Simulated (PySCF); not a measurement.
# Solver options tried on IRhS (quintet)

Aim: find out which solver settings change the answer for IRhS (quintet).

Program: PySCF 2.14.0. Level of theory: each script names its method and basis. These are calculated values, not measurements.

4 further runs of the same task are left out: 4 that didn't finish.

### Step 1. Starting geometry

IRhS (quintet): 3 atoms, charge 0, spin multiplicity 5.

Bond lengths: Rh1–S2 2.153 Å, Rh1–I3 2.594 Å. Angles: S2–Rh1–I3 143.5°.

### Step 2. The run that the others are compared with

Contents of input.py:

```python
from pyscf import gto, scf

mol = gto.M(
    atom='Rh 0.0303 -0.403 -0.9843; S -0.0321 0.4265 -2.9701; I -0.0161 0.2136 1.5354',
    basis='sbkjc',
    ecp={'Rh': 'sbkjc', 'S': 'sbkjc', 'I': 'sbkjc'},
    charge=0,
    spin=4,
    verbose=4,
)
mf = scf.UHF(mol)
mf = mf.newton()
mf.kernel()
mf.mulliken_pop()
mf.dip_moment()
print('orbital energies (hartree):', [e[max(0, n-3):n+3].round(4) for e, n in zip(mf.mo_energy, mol.nelec)])
```

Command:

```console
$ OMP_NUM_THREADS=1 python input.py
```

Its log is not repeated here.

Base result: E(SCF) = -130.270035 Eh, 10 macro-iterations, ⟨S²⟩ = 6.892, μ = 5.36 D.

⟨S²⟩ = 6.89 against 6.00 for a pure state: the determinant is spin-contaminated. No search for the lowest state was made; open d or f shells can end in a higher solution. The quintet is typed in the script; nothing here shows that it is the ground state.

### Step 3. Point-group symmetry on

Edit 1 changes point-group symmetry: off → on.

Contents of input.py:

```python
from pyscf import gto, scf

mol = gto.M(
    atom='Rh 0.0303 -0.403 -0.9843; S -0.0321 0.4265 -2.9701; I -0.0161 0.2136 1.5354',
    basis='sbkjc',
    ecp={'Rh': 'sbkjc', 'S': 'sbkjc', 'I': 'sbkjc'},
    charge=0,
    spin=4,
    symmetry=True,
    verbose=4,
)
mf = scf.UHF(mol)
mf = mf.newton()
mf.kernel()
mf.mulliken_pop()
mf.dip_moment()
print('orbital energies (hartree):', [e[max(0, n-3):n+3].round(4) for e, n in zip(mf.mo_energy, mol.nelec)])
```

Command:

```console
$ OMP_NUM_THREADS=1 python input.py
```

### Step 4. DIIS space 20

Edit 2 changes DIIS space: default → 20.

Edit input.py of step 2 so:

```diff
@@ -11,2 +11,3 @@
 mf = scf.UHF(mol)
+mf.diis_space = 20
 mf = mf.newton()
```

### Step 5. Convergence threshold 1e-11 hartree

Edit 3 changes convergence threshold: default → 1e-11 hartree.

Edit input.py of step 2 so:

```diff
@@ -11,2 +11,3 @@
 mf = scf.UHF(mol)
+mf.conv_tol = 1e-11
 mf = mf.newton()
```

Q: Predict the outcome of this session. Wanted: for each run, E(SCF); from base; gap, α spin; SCF dipole.

The runs gave:

| run | E(SCF) (hartree) | from base (eV) | cycles | gap, α spin (eV) | SCF dipole (D) |
| --- | --- | --- | --- | --- | --- |
| base | -130.270035 | 0 | 10 macro | 2.39 | 5.36 |
| point-group symmetry on | -130.270035 | 0.0000 | 9 macro | 2.39 | 5.36 |
| DIIS space 20 | -130.270035 | 0.0000 | 10 macro | 2.39 | 5.36 |
| convergence threshold 1e-11 hartree | -130.270035 | 0.0000 | 10 macro | 2.39 | 5.36 |

Distance from each run's final energy (log10 hartree) by cycle:

| run | cycle 1 | cycle 2 | cycle 3 | cycle 5 | cycle 8 | cycle 12 |
| --- | --- | --- | --- | --- | --- | --- |
| base | 0.9 | 0.3 | -0.4 | -2.8 | -5.3 | done |
| point-group symmetry on | 0.9 | 0.3 | -0.4 | -2.8 | < -11 | done |
| DIIS space 20 | 0.9 | 0.3 | -0.4 | -2.8 | -5.3 | done |
| convergence threshold 1e-11 hartree | 0.9 | 0.3 | -0.4 | -2.8 | -5.3 | done |

**Reading.** The SCF energy stays the same, to the digits that matter, with point-group symmetry on or DIIS space 20 or convergence threshold 1e-11 hartree. The cycles with DIIS space 20 repeat those of the base digit for digit, so the setting never acted.
